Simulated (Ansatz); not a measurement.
Working through a single point in a Gaussian basis of C4H3FO2, SMILES O=C=CC1(F)CO1

With the Python package of Ansatz (0.2.0).

At the Python prompt:
```pycon
>>> from pathlib import Path
>>> import warnings
>>> import ansatz as az
>>> GEOMETRY = """
... O    -0.34910   -2.14640    1.95680
... C    -0.32470   -1.63370    0.87020
... C    -0.25000   -1.11070   -0.32480
... C    -0.32020    0.32720   -0.47670
... F    -1.70240    0.75770   -0.35980
... C     0.66780    1.28930    0.00100
... O     0.43900    1.07340   -1.38730
... H    -0.02090   -1.72060   -1.18450
... H     0.34430    2.22410    0.48410
... H     1.59930    0.88850    0.42380
... """
>>> warnings.simplefilter("ignore", az.DeckWarning)
>>> geometry = az.Crystal.molecule()
>>> for line in GEOMETRY.strip().splitlines():
...     symbol, *xyz = line.split()
...     geometry = geometry.atom(symbol, [float(v) for v in xyz])
...
>>> model = geometry.calculation()
>>> model = model.basis(gaussian="cc-pVDZ")
>>> model = model.functional("pbe", dispersion="d3bj")
>>> model = model.orbitals()
>>> out = model.run(threads=1, pin="off", runs_dir="c4h3fo2_runs")

>>> data = out.report
>>> type(out).__name__, type(data).__name__
('RunOutcome', 'dict')
>>> for key in ("converged", "free_energy_ev", "reference_energy_ev", "n_frozen", "n_occupied", "n_virtual"):
...     print(f"{key:22s} {data[key]}")
...
converged              True
free_energy_ev         -10994.160993852976
reference_energy_ev    -10993.964853542533
n_frozen               0
n_occupied             [26, 26]
n_virtual              [87, 87]
>>> lines = Path(data["orbitals_path"]).read_text().splitlines()
>>> field_of = lambda key: [line.split("=")[1].strip() for line in lines if line.startswith(key)]
>>> orbitals = [(27.211386 * float(e), s, float(n)) for e, s, n in zip(field_of("Ene="), field_of("Spin="), field_of("Occup="))]
>>> homo = max(e for e, _, n in orbitals if n > 0.5)
>>> lumo = min(e for e, _, n in orbitals if n < 0.5)
>>> print(f"HOMO {homo:.3f} eV, LUMO {lumo:.3f} eV, gap {lumo - homo:.3f} eV")
HOMO -6.129 eV, LUMO -2.797 eV, gap 3.333 eV
```

What to keep in mind:
- Total energies depend on the basis set; only differences at equal settings carry meaning.
- The geometry is a force-field or estimated start, not a minimum of this method, and the basis set is short of its limit.
- Total less reference energy is the dispersion correction.
- Levels such as HOMO and LUMO are orbital energies: with these approximate functionals they aren't the ionisation energy and electron affinity, and their gap isn't the fundamental gap.
- Wall time of the script: 3.2 s on 1 thread of Arm Neoverse V2 (shared host), peak memory 0.21 GiB.

(Lines on the test bed's own set-up are left out of the output.)
